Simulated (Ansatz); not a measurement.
# ZnAg: how the settings move a single-point run

Question: which choices in the input matter for ZnAg?

Computed with Ansatz 0.2.0 (reference: DFT, PBEsol, all-electron LAPW, scalar-relativistic, unless a step's input says otherwise).

### 1 Starting point

Symmetry: R3m, No. 160, trigonal system. The conventional cell has a = 4.463 Å, b = 4.463 Å, c = 5.466 Å, α = 90.00°, β = 90.00°, γ = 120.00°. Around Zn (site symmetry 3m) lie 1 Ag at 2.08 Å. Ag (site symmetry 3m) has 1 Zn at 2.08 Å in its first shell of neighbours.

Coordinates:

```
CELL_PARAMETERS angstrom
3.15600 0.00000 0.00000
0.00000 3.15600 0.00000
0.00000 0.00000 3.15600
ATOMIC_POSITIONS crystal
Zn 0.44000 0.44000 0.44000
Ag 0.06000 0.06000 0.06000
```

### 2 Baseline

input.yaml reads:

```yaml
crystal:
  lattice:
    - [3.156, 0.0, 0.0]
    - [0.0, 3.156, 0.0]
    - [0.0, 0.0, 3.156]
  atoms:
    - { symbol: Zn, position: [0.44, 0.44, 0.44] }
    - { symbol: Ag, position: [0.06, 0.06, 0.06] }
kpoints:
  mp_grid: { grid: [10, 10, 10] }
scf:
  occupations: { method: fermi_dirac, width: 0.05 }
hamiltonian:
  xc: pbesol
  pseudopotentials: { kind: all_electron, lapw: { basis_error: 0.001 } }
output:
  forces: true
  stress: true
  eigenvalues: true
  populations: true
```

Run with:

```sh
$ ansatz run input.yaml --threads 1 --pin off --max-ram 2048MiB --backend cpu --events-out ev --progress --plain --runs-dir out
```

### 3 Variant: occupations.method tetrahedron_uncorrected, width left out

input.yaml, as its differences from that of step 2:

```diff
@@ -11,3 +11,3 @@
 scf:
-  occupations: { method: fermi_dirac, width: 0.05 }
+  occupations: { method: tetrahedron_uncorrected }
 hamiltonian:
```

What does the calculation give? Wanted: for each run, ending; energy change; pressure; gap; force.

**Answer**, as computed:

| run | ending | energy change | pressure (GPa) | gap (eV) | force (eV/Å) | cycles | time |
| --- | --- | --- | --- | --- | --- | --- | --- |
| reference | converged | 0 | 20.0 | 0.00 | 6.38 | 10 | 37 s |
| 1: occupations.method tetrahedron_uncorrected, width left out | converged | +67.4 meV/atom (σ→0) | 20.4 | 0.00 | 6.39 | 10 | 34 s |

Residual by cycle in the longest SCF loop of each run; runs are numbered as in the table. The quantity is the density residual dr2, in eV.

| cycle | reference | run 1 |
| --- | --- | --- |
| 1 | 0.896 | 0.919 |
| 2 | 0.112 | 0.113 |
| 3 | 0.107 | 0.108 |
| 4 | 0.0337 | 0.0334 |
| 5 | 0.0046 | 0.00453 |
| 6 | 2.2e-4 | 2.2e-4 |
| 7 | 2.9e-5 | 3.0e-5 |
| 8 | 1.2e-6 | 1.2e-6 |
| 9 | 1.6e-7 | 1.5e-7 |
| 10 | 3.1e-8 | 3.1e-8 |

What this shows: Changing the smearing moves the energy by +67.4 meV/atom (σ→0 values), and the pressure goes from 20.0 to 20.4 GPa. The structure is not at rest: the sound run finds 20 GPa, so these are no properties of the relaxed crystal. 
